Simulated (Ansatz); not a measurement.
**Iron, dhcp under m-r²SCAN: structure, energy and stiffness**

What does m-r²SCAN give for iron in the dhcp structure? We relax it, solve it on a dense k-mesh, then scale the cell to 7 volumes from 88 to 112 % of the relaxed one and try a fit of the equation of state. The start is antiferromagnetic (alternate layers). The k-meshes are 14×14×4 for the relaxation; 20×20×6 for the dense run; 17×17×5 for the volumes.

Computed with Ansatz 0.2.0 (DFT m-r2SCAN, plane waves (500 eV) with PAW, scalar-relativistic; the PAW data stem from PBE, with regenerated cores; m-r²SCAN is r²SCAN on the gauge-invariant kinetic-energy density, unless a step says otherwise).

### 1 The structure to begin with

The structure is hexagonal, space group P6_3/mmc (No. 194). The conventional cell has a = 2.554 Å, b = 2.554 Å, c = 8.341 Å, α = 90.00°, β = 90.00°, γ = 120.00°. Fe (site symmetry -3m) has 12 Fe at 2.55 Å as nearest neighbours. Around Fe (site symmetry -6m2) lie 12 Fe at 2.55 Å.

Coordinates:

```cif
data_structure
_symmetry_space_group_name_H-M 'P6_3/mmc'
_symmetry_Int_Tables_number 194
_cell_length_a 2.5538
_cell_length_b 2.5538
_cell_length_c 8.3406
_cell_angle_alpha 90.000
_cell_angle_beta 90.000
_cell_angle_gamma 120.000
_cell_volume 47.11
loop_
_atom_site_label
_atom_site_type_symbol
_atom_site_symmetry_multiplicity
_atom_site_Wyckoff_symbol
_atom_site_fract_x
_atom_site_fract_y
_atom_site_fract_z
_atom_site_occupancy
Fe1 Fe 2 a 0.00000 0.00000 0.00000 1
Fe2 Fe 2 c 0.33333 0.66667 0.25000 1
```

The atoms start with moments of +2.5 ×2, -2.5 ×2 μB.

### 2 Relaxation of the cell

The input, input.yaml:

```yaml
crystal:
  lattice:
    - [2.5537576109, 0.0, 0.0]
    - [-1.2768788055, 2.2116189662, 0.0]
    - [0.0, 0.0, 8.3405723573]
  atoms:
    - { symbol: Fe, position: [0.0, 0.0, 0.0], spin: 2.5 }
    - { symbol: Fe, position: [0.0, 0.0, 0.5], spin: 2.5 }
    - { symbol: Fe, position: [0.3333333333, 0.6666666667, 0.25], spin: -2.5 }
    - { symbol: Fe, position: [0.6666666667, 0.3333333333, 0.75], spin: -2.5 }
hamiltonian:
  xc: mr2scan
  pseudopotentials:
    kind: paw
    azcp:
      Fe: "pseudopotentials/Fe.paw.azcp"
basis:
  ecutwfc: 500
  fft_grid_basis: typed
kpoints:
  mp_grid: { grid: [14, 14, 4], shift: [0, 0, 0] }
magnetization:
  spin_polarized: true
scf:
  occupations: { method: fermi_dirac, width: 0.05 }
relax:
  max_steps: 60
  f_tol: 0.01
  cell: {}
output:
  write_density: true
  write_potential: true
  elf: true
  volumetric_format: npy
```

The runs that follow: Dense single point; At 88 % of the relaxed volume; At 92 % of the relaxed volume; At 96 % of the relaxed volume; At 100 % of the relaxed volume; At 104 % of the relaxed volume; At 108 % of the relaxed volume; At 112 % of the relaxed volume.

Q: Predict the outcome of this session. Wanted: space group; conventional cell; volume; shortest distance; gap on the mesh; magnetic state; relative to bcc, ferromagnetic.

**Answer**, as computed:

| quantity | value |
| --- | --- |
| space group (spins left aside) | P6_3/mmc (No. 194) |
| conventional cell | a = 2.423 Å, c = 7.805 Å (c/a = 3.221) |
| volume | 9.925 Å³/atom |
| shortest distance | 2.401 Å |
| gap on the mesh | none (levels filled in part) |
| magnetic state | ferromagnetic, up to 0.35 μB per atom |
| relative to bcc, ferromagnetic | +7 meV/atom |

The relaxation shrank the cell by 15.7 % in volume. Against the reference form of iron (bcc, ferromagnetic, computed apart with the same settings) it stands 7 meV/atom higher. The final state is ferromagnetic (largest moment 0.35 μB). That is not the order it started in. Levels at the Fermi energy are filled in part, as in a metal. The symmetry was held, so the structure may be unstable against distortions that break it.
